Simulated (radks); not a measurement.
# Hf³⁺ in [Xe] 4f14 5f1: an all-electron calculation

One table from this session's results is given with a row withheld; the runs are named, their logs left out.

Program: radks (a radial shooting solver on a logarithmic mesh, Libxc functionals) version 1. Level of theory: non-relativistic Kohn-Sham, r2SCAN, spin-unpolarised, spherical densities, point nucleus. These are calculated values, not measurements, unless marked.

**The atom as given**

```
element       : hafnium (Z = 72)
charge        : +3
electrons     : 69
configuration : [Xe] 4f14 5f1
```

Outer shells as boxes (Hund's rule):

Hf³⁺
```
[Xe] core
4f [↑↓][↑↓][↑↓][↑↓][↑↓][↑↓][↑↓]
5f [↑ ][  ][  ][  ][  ][  ][  ]
```

Set-up of the first run:

The run's settings:

```text
Z 72
configuration [Xe] 4f14 5f1
relativity non-relativistic
functional r2scan,r2scan
spin unpolarised
nucleus point
```

One table of the session follows, with a row left open; its other results are not shown here.

It belongs to the step «Orbitals and density». From the orbitals of this run (lengths in bohr):

| level | <r> | outermost maximum (interpolated) | 90 % within | nodes |
| --- | --- | --- | --- | --- |
| 1s | 0.02105 | 0.0140 | 0.0374 | 0 |
| 2s | 0.08902 | 0.0761 | 0.136 | 1 |
| 2p | ? | ? | ? | ? |
| 3s | 0.2265 | 0.209 | 0.330 | 2 |
| 3p | 0.2166 | 0.198 | 0.323 | 1 |
| 3d | 0.1905 | 0.157 | 0.295 | 0 |
| 4s | 0.5075 | 0.473 | 0.728 | 3 |
| 4p | 0.5164 | 0.475 | 0.750 | 2 |
| 4d | 0.5378 | 0.474 | 0.806 | 1 |
| 5s | 1.224 | 1.10 | 1.75 | 4 |
| 5p | 1.347 | 1.19 | 1.95 | 3 |
| 4f | 0.6457 | 0.449 | 1.08 | 0 |
| 5f | 4.319 | 3.86 | 6.33 | 1 |

Estimate the missing values for 2p.

**Answer.** <r>: 0.07536; outermost maximum (interpolated): 0.0592; 90 % within: 0.122; nodes: 0. In the column «<r>» it lies between 1s (0.02105) and 2s (0.08902).
